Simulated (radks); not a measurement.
**Zn in [Ar] 3d10 4s2: an all-electron calculation**

An exercise on one series of results from a longer session: the logs are not shown, and one member is left open.

The numbers are computed with radks (a radial shooting solver on a logarithmic mesh, Libxc functionals) version 1 (scalar-relativistic Kohn-Sham, r2SCAN, spin-polarised, spherical densities, finite nucleus), except any that are marked as measured or tabulated.

### Starting point

| Item | Value |
| --- | --- |
| element | zinc (Z = 30) |
| charge | 0 |
| electrons | 30 |
| configuration | [Ar] 3d10 4s2 |
| nuclear rms radius | 3.9283 fm |

Outer shells as boxes (Hund's rule):

Zn
```
[Ar] core
3d [↑↓][↑↓][↑↓][↑↓][↑↓]
4s [↑↓]
```

Set-up of the first run:

Settings of this run:

```text
Z 30
configuration [Ar] 3d10 4s2
relativity scalar-relativistic
functional r2scan,r2scan
spin polarised
nucleus finite rms 3.9283 fm
c 137.035999084
```

One of the session's tables, all rows but one given; the rest of the session is left out.

It belongs to the step «Shells». From the orbitals of this run (lengths in bohr):

| level | <r> | outermost maximum (interpolated) | 90 % within | nodes |
| --- | --- | --- | --- | --- |
| 1s | ? | ? | ? | ? |
| 2s | 0.2258 | 0.189 | 0.349 | 1 |
| 2p | 0.1982 | 0.152 | 0.324 | 0 |
| 3s | 0.6804 | 0.587 | 1.02 | 2 |
| 3p | 0.7132 | 0.592 | 1.10 | 1 |
| 3d | 0.9074 | 0.569 | 1.60 | 0 |
| 4s | 2.649 | 2.11 | 4.09 | 3 |

Q: Estimate the row for 1s from the others.

The run gave: <r>: 0.05032; outermost maximum (interpolated): 0.0329; 90 % within: 0.0899; nodes: 0. In the column «<r>» it is the lowest.
